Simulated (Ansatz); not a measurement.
# GeNH4Cl (SMILES [NH2][GeH2][Cl]) at B3LYP/6-31G(d) (spherical functions)

Aim: the energy change on altering one bond length of GeNH4Cl at B3LYP/6-31G* (spherical functions), from 2 runs. 

The calculation is run with Ansatz 0.2.0.

68 further runs of the same task are left out: 68 set aside as unsound or not needed.

### 1 Starting point

The species is GeNH4Cl (7 atoms), meant as a singlet with charge 0. SMILES: `[NH2][GeH2][Cl]`. Geometry: relaxed at PBE0-D4/def2-TZVP. This is one conformer, not always the lowest.

Bond lengths: N1–Ge2 1.818 Å, Ge2–Cl3 2.176 Å, N1–H4 1.010 Å, N1–H5 1.010 Å, Ge2–H6 1.530 Å, Ge2–H7 1.530 Å. Angles: N1–Ge2–Cl3 112.8°, N1–Ge2–H6 108.7°, N1–Ge2–H7 108.7°, Cl3–Ge2–H6 105.8°, Cl3–Ge2–H7 105.8°, Ge2–N1–H4 115.0°, Ge2–N1–H5 115.0°, H6–Ge2–H7 115.1°, H4–N1–H5 109.1°.

### 2 The energy at B3LYP/6-31G(d) (spherical functions)

Input file input.yaml:

```yaml
crystal:
  periodic: [false, false, false]
  atoms:
    - {symbol: N, position_ang: [-0.792900, 0.515500, -0.722700]}
    - {symbol: Ge, position_ang: [0.579900, 0.003300, 0.353200]}
    - {symbol: Cl, position_ang: [0.394500, -2.054600, 1.034500]}
    - {symbol: H, position_ang: [-1.700900, 0.526800, -0.279600]}
    - {symbol: H, position_ang: [-0.858900, 0.014700, -1.597700]}
    - {symbol: H, position_ang: [0.559300, 0.864900, 1.617200]}
    - {symbol: H, position_ang: [1.880200, 0.061300, -0.450600]}
basis:
  gaussian:
    orbitals: 6-31G_st_-spherical.json
hamiltonian:
  xc: {name: B3LYP}
accuracy: high
output: {orbitals: {seedname: orbitals}}
```

The basis set 6-31G* is read from a file made from the Basis Set Exchange's data (not shown).

The run is started by

```bash
$ ansatz run input.yaml --threads 1 --pin off --max-ram 3480MiB --events-out events.jsonl --progress --plain --runs-dir runs
```

Output:

```text
Warning: RAYON_NUM_THREADS=1 ignored (pool sized by the plan → 1); use --threads N
Functional definition: B3LYP
  name "B3LYP"
  parameter a0 = 0.2
  parameter ax = 0.72
  parameter ac = 0.81
  exchange = (1 - a0 - ax)*slater_x + ax*b88_x + a0*exact_x
  correlation = (1 - ac)*vwn_rpa_c + ac*lyp_c
1556 factors; integrals over basis functions are off by at most 4.0e-9 eV
mean field evaluation 1: about -70584.6021 eV, gradient 5.5e1 eV
mean field evaluation 2: about -70569.1997 eV, gradient 9.4e1 eV
mean field evaluation 4: about -70590.4603 eV, gradient 4.6e0 eV
mean field evaluation 8: about -70590.6342 eV, gradient 3.4e-1 eV
mean field evaluation 16: about -70590.6344 eV, gradient 2.3e-5 eV
mean field -70590.63436447 eV, -2594.1579648436 hartree, gradient 5.7e-8 eV, S^2 0.000000; 0 other end points of the search recorded, 0 dependent functions left out
reference -70590.63440320 eV, -2594.1579662669 hartree; 30, 30 occupied and 42, 42 virtual orbitals, 1556 factors
Total energy: -70590.63440320 eV, -2594.1579662669 hartree
```

Run time: 6.9 s. Hardware: 1 thread of Arm Neoverse V1, shared host; peak memory 0.24 GiB.

### 3 The distorted shape at the same level

Input file molecule.yaml:

```yaml
crystal:
  periodic: [false, false, false]
  atoms:
    - {symbol: N, position_ang: [-1.443071, 0.486499, -0.320787]}
    - {symbol: Ge, position_ang: [-0.070271, -0.025701, 0.755113]}
    - {symbol: Cl, position_ang: [-0.255671, -2.083601, 1.436413]}
    - {symbol: H, position_ang: [-2.351071, 0.497799, 0.122313]}
    - {symbol: H, position_ang: [-1.509071, -0.014301, -1.195787]}
    - {symbol: H, position_ang: [-0.090871, 0.835899, 2.019113]}
    - {symbol: H, position_ang: [1.880200, 0.061300, -0.450600]}
basis:
  gaussian: {orbitals: 6-31G_st_-spherical.json}
accuracy: high
hamiltonian: {xc: {name: B3LYP}}
output: {orbitals: {seedname: orbitals}}
```

The basis set 6-31G* is read from a file made from the Basis Set Exchange's data (not shown).

The run is started by

```bash
$ ansatz run molecule.yaml --threads 1 --pin off --max-ram 3480MiB --events-out events.jsonl --progress --plain --runs-dir runs
```

Output:

```text
Warning: RAYON_NUM_THREADS=1 ignored (pool sized by the plan → 1); use --threads N
Functional definition: B3LYP
  name "B3LYP"
  parameter a0 = 0.2
  parameter ax = 0.72
  parameter ac = 0.81
  exchange = (1 - a0 - ax)*slater_x + ax*b88_x + a0*exact_x
  correlation = (1 - ac)*vwn_rpa_c + ac*lyp_c
1550 factors; integrals over basis functions are off by at most 5.7e-9 eV
mean field evaluation 1: about -70582.6441 eV, gradient 5.5e1 eV
mean field evaluation 2: about -70565.8375 eV, gradient 9.6e1 eV
mean field evaluation 4: about -70588.5341 eV, gradient 5.5e0 eV
mean field evaluation 8: about -70588.7196 eV, gradient 3.5e-1 eV
mean field evaluation 16: about -70588.7199 eV, gradient 4.3e-5 eV
mean field -70588.71985171 eV, -2594.0876077974 hartree, gradient 7.0e-8 eV, S^2 0.000000; 0 other end points of the search recorded, 0 dependent functions left out
reference -70588.71989097 eV, -2594.0876092404 hartree; 30, 30 occupied and 42, 42 virtual orbitals, 1550 factors
Total energy: -70588.71989097 eV, -2594.0876092404 hartree
```

Wall time 7.5 s (1 thread of Arm Neoverse V1, shared host); peak memory 0.23 GiB.

### 4 Summary of results

Level: B3LYP/6-31G* (spherical functions).

```
                                                          quantity           value
                                         first shape: total energy  -2594.15797 Eh
                                          first shape: HOMO energy        -7.44 eV
                                          first shape: LUMO energy         0.16 eV
                                        first shape: HOMO–LUMO gap         7.59 eV
                                     distorted shape: total energy  -2594.08761 Eh
                                      distorted shape: HOMO energy        -7.61 eV
                                      distorted shape: LUMO energy        -2.16 eV
                                    distorted shape: HOMO–LUMO gap         5.45 eV
energy change with the Ge2–H7 bond stretched from 1.530 to 2.295 Å        1.915 eV
```

With the Ge2–H7 bond stretched from 1.530 to 2.295 Å the energy rises by 1.91 eV (185 kJ/mol). The first shape isn't relaxed at this level, so the change isn't measured from a minimum.
